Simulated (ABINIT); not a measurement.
Crystal: TaAs.

```
Ta As
1.0
    -1.72181    1.72181    5.86794
     1.72181   -1.72181    5.86794
     1.72181    1.72181   -5.86794
Ta As
2 2
Direct
  0.49997 0.49997 0.00000
  0.24997 0.74997 0.50000
  0.08263 0.08263 0.00000
  0.83263 0.33263 0.50000
```

The cell is a database's computed one.

Base run:

| Property | Result |
| --- | --- |
| Program | ABINIT 10.8.3 (patched build) |
| Functional | PBE |
| Potentials or basis | JTH PAW PBE v2.0 |
| Cutoff | 517 eV |
| k mesh | 9 × 9 × 9 |
| Occupations | fermi-dirac, width 0.05 eV |
| Spin | no spin polarisation |

Its results: band gap on the k mesh 0.02 eV, indirect (least direct gap 0.05 eV); pressure 2.1 GPa; largest force 0.023 eV/Å.

**Question.** After a change of settings the same cell gave: band gap on the k mesh none (metal or under the smearing width); pressure -3.7 GPa; largest force 0.020 eV/Å. Which change was it?
A. k mesh from 9 × 9 × 9 to 11 × 11 × 11
B. k mesh from 9 × 9 × 9 to 4 × 4 × 4
C. k mesh from 9 × 9 × 9 to 7 × 7 × 7
D. functional from PBE to PBEsol

**Answer.** D.

PBEsol binds more tightly than PBE, so the same cell stands under less pressure.

Caveats: spin-orbit coupling is left out, which moves the levels of the heavy elements (some runs); an odd mesh through Γ misses points on the zone boundary, where band edges often lie (some runs); the PAW data sets were made with another functional, which shifts forces and pressure a little (some runs).

Not every run made on this cell is shown here.
